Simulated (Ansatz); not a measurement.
# BF2H3S: the cost of one run

Method: PBE0-D4/def2-SVP; program: Ansatz 0.2.0, Gaussian basis.

23 further runs of the same task are left out: 1 that didn't finish, 22 set aside as unsound or not needed.

## (1) Starting geometry

The first end: 7 atoms, charge 0, spin multiplicity 1.

Atoms are counted from 1 here; the program's logs count them from 0.

Bond lengths: B1–H2 1.192 Å, B1–F3 1.321 Å, B1–F4 1.318 Å, H5–S6 1.342 Å, S6–H7 1.342 Å. Angles: H2–B1–F3 120.7°, H2–B1–F4 120.9°, F3–B1–F4 117.8°, H5–S6–H7 92.5°.

Geometry (Å):

```mol
BF2H3S
  3D, bonds by distance, orders not assigned

  7  5  0  0  0  0  0  0  0  0999 V2000
   -0.3444   -1.2340   -0.2055 B   0  0
    0.8241   -1.4188   -0.0623 H   0  0
   -0.8336   -0.8931   -1.3843 F   0  0
   -1.1996   -1.5356    0.7509 F   0  0
    1.2953    1.5227    0.9340 H   0  0
   -0.0061    1.5995    0.6158 S   0  0
    0.2644    1.9592   -0.6485 H   0  0
  1  2  8  0
  1  3  8  0
  1  4  8  0
  5  6  8  0
  6  7  8  0
M  END
```

The second end:

```mol
BF2H3S
  3D, bonds by distance, orders not assigned

  7  5  0  0  0  0  0  0  0  0999 V2000
   -0.9151   -0.0913   -0.0683 B   0  0
    1.9175   -1.3685    0.2346 H   0  0
   -0.7064   -0.4840   -1.3100 F   0  0
   -1.3222   -0.9857    0.8095 F   0  0
    1.9913   -0.7316    0.6176 H   0  0
   -0.6764    1.6128    0.4630 S   0  0
   -0.2885    2.0481   -0.7462 H   0  0
  1  3  8  0
  1  4  8  0
  1  6  8  0
  2  5  8  0
  6  7  8  0
M  END
```

## (2) The band at PBE0-D4/def2-SVP

Contents of neb/in.yaml:

```yaml
crystal:
  periodic: [false, false, false]
  atoms:
    - {symbol: B, position_ang: [-0.344449, -1.233982, -0.205526]}
    - {symbol: H, position_ang: [0.824081, -1.418811, -0.062271]}
    - {symbol: F, position_ang: [-0.833564, -0.893129, -1.384329]}
    - {symbol: F, position_ang: [-1.199594, -1.535628, 0.750921]}
    - {symbol: H, position_ang: [1.295293, 1.522669, 0.934011]}
    - {symbol: S, position_ang: [-0.006129, 1.599538, 0.615757]}
    - {symbol: H, position_ang: [0.264362, 1.959242, -0.648462]}
basis:
  gaussian: {orbitals: def2-SVP}
hamiltonian: {xc: pbe0, dispersion: d4}
neb:
  images: 5
  climbing: true
  max_iterations: 40
  initial_path: idpp
  final_atoms:
    - {symbol: B, position_ang: [-0.915123, -0.091279, -0.068315]}
    - {symbol: H, position_ang: [1.917508, -1.368462, 0.234612]}
    - {symbol: F, position_ang: [-0.706437, -0.484008, -1.310023]}
    - {symbol: F, position_ang: [-1.322235, -0.985664, 0.809455]}
    - {symbol: H, position_ang: [1.991253, -0.731580, 0.617612]}
    - {symbol: S, position_ang: [-0.676434, 1.612799, 0.462991]}
    - {symbol: H, position_ang: [-0.288533, 2.048095, -0.746232]}
```

Started as:

```console
$ ansatz run in.yaml --threads 2 --pin off --events-out ev --progress --plain --max-ram 4352MiB
```

**Question.** How long does this run take on 2 threads of AMD EPYC 7R43, shared host?

About 2.3 min.
